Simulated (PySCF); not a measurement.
# One shape, several levels: doublet [SiHF3]+

We compute a comparison of 6 runs (U-revPBE/def2-SVPD, UM06-L/def2-SVPD, UPBE/def2-SVPD, UPBE0/def2-SVPD, USVWN5/def2-SVPD, UTPSS/def2-SVPD) of doublet [SiHF3]+. 

The calculation is run with PySCF 2.14.0.

2 further runs of the same task are left out: 2 set aside as unsound or not needed.

## Step 1: Starting point

The species is [SiHF3]+ (5 atoms), meant as a doublet with charge +1. SMILES of the parent species: `F[SiH](F)F`. Geometry: relaxed at PBE0-D4/def2-TZVP. That shape belongs to the parent species and isn't relaxed for this state.

Bond lengths: F1–Si2 1.573 Å, Si2–F3 1.573 Å, Si2–F4 1.573 Å, Si2–H5 1.461 Å. Angles: F1–Si2–F3 108.3°, F1–Si2–F4 108.3°, F3–Si2–F4 108.3°, F1–Si2–H5 110.7°, F3–Si2–H5 110.7°, F4–Si2–H5 110.7°.

## Step 2: A single-point energy at U-revPBE/def2-SVPD (run 1)

File input.py:

```python
from pyscf import gto, dft

molecule = gto.M(
    atom='''
F     -0.447100    -0.082200     1.491300
Si     0.040700     0.001700    -0.001800
F     -0.597100     1.281400    -0.657200
F     -0.495900    -1.263300    -0.767200
H      1.499400     0.062400    -0.065100
''',
    spin=1,
    charge=1,
    verbose=3,
    max_memory=1860,
    basis='def2-svpd',
)

calc0 = dft.UKS(molecule, xc='revpbe')
calc0.conv_tol = 1e-10
calc0.grids.level = 5
calc0.kernel()
if not calc0.converged:
    calc0 = calc0.newton().run(calc0.mo_coeff, calc0.mo_occ)

etot = calc0.e_tot
print(f'total energy: {etot:.8f} hartree')
```

The run is started by

```
$ OMP_NUM_THREADS=1 python input.py
```

Standard output:

```text
converged SCF energy = -588.832294763173  <S^2> = 0.75323425  2S+1 = 2.0032316
total energy: -588.83229476 hartree
```

Wall time 35 s (1 thread of Arm Neoverse V1, shared host); peak memory 0.54 GiB.

## Step 3: The energy at UM06-L/def2-SVPD (run 2)

File calc.py:

```python
from pyscf import gto, dft

mol = gto.M(
    atom='''
F     -0.844897    -0.155335     2.818149
Si     0.076912     0.003213    -0.003402
F     -1.128355     2.421495    -1.241928
F     -0.937115    -2.387291    -1.449798
H      2.833455     0.117919    -0.123021
''',
    unit='bohr',
    basis='def2-svpd',
    spin=1,
    charge=1,
    verbose=3,
    max_memory=1860,
)

myscf = dft.UKS(mol)
myscf.xc = 'm06-l'
myscf.conv_tol = 1e-10
myscf.grids.level = 5
myscf.kernel()
if not myscf.converged:
    myscf = myscf.newton().run(myscf.mo_coeff, myscf.mo_occ)

etot = myscf.e_tot
print('E(%s) = %.9f' % ('M06-L', etot))
```

The run is started by

```
$ OMP_NUM_THREADS=1 python calc.py
```

Standard output:

```text
converged SCF energy = -588.94670727012  <S^2> = 0.75511061  2S+1 = 2.0051041
E(M06-L) = -588.946707270
```

Run time: 82 s. Hardware: 1 thread of Arm Neoverse V1, shared host; peak memory 0.58 GiB.

## Step 4: A single-point energy at UPBE/def2-SVPD (run 3)

File calc.py:

```python
from pyscf import gto, dft

mol = gto.M(
    atom='''
F   -0.447100  -0.082200   1.491300
Si   0.040700   0.001700  -0.001800
F   -0.597100   1.281400  -0.657200
F   -0.495900  -1.263300  -0.767200
H    1.499400   0.062400  -0.065100
''',
    basis='def2-svpd',
    spin=1,
    max_memory=1860,
    verbose=3,
    charge=1,
)

mf = dft.UKS(mol, xc='pbe')
mf.conv_tol = 1e-10
mf.grids.level = 5
mf.kernel()
if not mf.converged:
    mf = mf.newton().run(mf.mo_coeff, mf.mo_occ)

energy = mf.e_tot
print('Final energy', energy)
```

The run is started by

```
$ OMP_NUM_THREADS=1 python calc.py
```

Standard output:

```text
WARN: HOMO -0.384544977119282 >= LUMO -0.384544977119283

converged SCF energy = -588.567456313649  <S^2> = 0.75315822  2S+1 = 2.0031557
Final energy -588.5674563136486
```

Run time: 34 s. Hardware: 1 thread of Arm Neoverse V1, shared host; peak memory 0.54 GiB.

Runs 4 to 5 aren't shown in full; the table further down has their settings and results.

## Step 5: The energy at UTPSS/def2-SVPD (run 6)

File run.py:

```python
from pyscf import gto, dft

mol = gto.Mole()
mol.atom = '''
F   -0.447100  -0.082200   1.491300
Si   0.040700   0.001700  -0.001800
F   -0.597100   1.281400  -0.657200
F   -0.495900  -1.263300  -0.767200
H    1.499400   0.062400  -0.065100
'''
mol.charge = 1
mol.spin = 1
mol.basis = 'def2-svpd'
mol.max_memory = 1860
mol.verbose = 3
mol.build()

myscf = dft.UKS(mol, xc='tpss')
myscf.conv_tol = 1e-10
myscf.grids.level = 5
myscf.kernel()
if not myscf.converged:
    myscf = myscf.newton().run(myscf.mo_coeff, myscf.mo_occ)

energy = myscf.e_tot
print(f'total energy: {energy:.8f} hartree')
```

The run is started by

```
$ OMP_NUM_THREADS=1 python run.py
```

Standard output:

```text
WARN: HOMO -0.393675558074933 >= LUMO -0.393675558074934

converged SCF energy = -589.035247022723  <S^2> = 0.75523358  2S+1 = 2.0052268
total energy: -589.03524702 hartree
```

Run time: 83 s. Hardware: 1 thread of Arm Neoverse V1, shared host; peak memory 0.58 GiB.

## Step 6: The series

```csv
run,level,energy (Eh),HOMO energy (eV),LUMO energy (eV),⟨S²⟩,wall time
1,U-revPBE/def2-SVPD,-588.832295,-17.57,-17.33,0.753,35 s
2,UM06-L/def2-SVPD,-588.946707,-18.16,-17.57,0.755,82 s
3,UPBE/def2-SVPD,-588.567456,-17.63,-17.37,0.753,34 s
4,UPBE0/def2-SVPD,-588.572170,-19.71,-16.88,0.758,36 s
5,USVWN5/def2-SVPD,-585.947984,-17.80,-17.61,0.752,23 s
6,UTPSS/def2-SVPD,-589.035247,-17.79,-17.32,0.755,83 s
```

## Step 7: What came out

```
                                 quantity          value
                      run 6: total energy  -589.03525 Eh
run 6: HOMO energy (highest over α and β)      -17.79 eV
 run 6: LUMO energy (lowest over α and β)      -17.32 eV
                              run 6: ⟨S²⟩          0.755
```

**Reading.** Totals of different functionals can't be ranked against each other. All runs together took 4.9 min, the longest 83 s.
